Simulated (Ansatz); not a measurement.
**AlGaO (triplet): the correlation ladder at a displaced geometry (v2), cc-pVDZ**

An exercise on one series of results from a longer session: the logs are not shown, and one member is left open.

The runs use Ansatz 0.2.0, Gaussian basis; cc-pVDZ, core rule «outside noble gas», up to 20 orbitals frozen.

The runs, in order: UHF; CCSD(T) on ROHF; CCSD(T) on UHF; BCCD(T) on ROHF; CISD; CCSDT(Q) on ROHF; CCSDT(Q) on UHF.

35 further runs of the same task are left out: 12 for a known fault of the program, 13 that didn't finish, 10 set aside as unsound or not needed.

**What is computed**

The geometry is a PBE0/def2-TZVP stationary point (not a proven minimum) with its atoms shifted at random (size 0.100 Å). No spin-orbit coupling is included. The filled d shell of Ga may be among the frozen orbitals whatever the setting's name suggests; the logs give the count.

3 atoms, charge 0, spin multiplicity 3.

Atoms are counted from 1 here; the program's logs count them from 0.

Bond lengths: Al1–O2 1.692 Å, O2–Ga3 1.811 Å. Angles: Al1–O2–Ga3 171.9°.

Set-up of the first run:

The input, in.yaml:

```yaml
crystal:
  periodic: [false, false, false]
  atoms:
    - {symbol: Al, position_ang: [0.084376, 0.005225, 1.725698]}
    - {symbol: O, position_ang: [-0.080498, 0.013599, 0.041591]}
    - {symbol: Ga, position_ang: [-0.003878, -0.018825, -1.767289]}
basis:
  gaussian: {orbitals: cc-pVDZ}
magnetization: {spin_polarized: true, initial_magnetization: 2}
hamiltonian: {xc: hf}
output: {orbitals: {seedname: orbitals}}
```

Command:

```bash
> ansatz run in.yaml --threads 1 --pin off --events-out ev --progress --plain --max-ram 2393MiB
```

Steps of the session up to this table: UHF; CCSD(T) on ROHF; CCSD(T) on UHF; BCCD(T) on ROHF; CISD; CCSDT(Q) on ROHF; CCSDT(Q) on UHF.

One of the session's tables, all rows but one given; the rest of the session is left out.

It belongs to the step «Misses and costs». 

| method | from UCCSDT(Q) (meV) |
| --- | --- |
| ROHF | +7591.3 |
| UHF | +7572.7 |
| RMP2 | +657.2 |
| UMP2 | +649.5 |
| RCCSD | +304.1 |
| UCCSD | +303.6 |
| RCCSD(T) | ? |
| UCCSD(T) | +64.9 |
| BCCD(T) | +57.6 |
| RCCSDT | +35.3 |
| UCCSDT | +35.0 |
| RCCSDT(Q) | +8.8 |
| UCCSDT(Q) | 0 |

Estimate the missing values for RCCSD(T).

**Answer.** from UCCSDT(Q) (meV): +65.4. In the column «from UCCSDT(Q) (meV)» it lies between UCCSD(T) (+64.9) and UCCSD (+303.6).

Not comparable, so not listed: CISD (they don't share determinant, frozen orbitals or solution with the rows shown, or repeat one).

To keep in mind: Restricted and unrestricted rows rest on different reference determinants; where their highest levels disagree by more than a few hundredths of an eV, they describe different states and don't form one ladder.
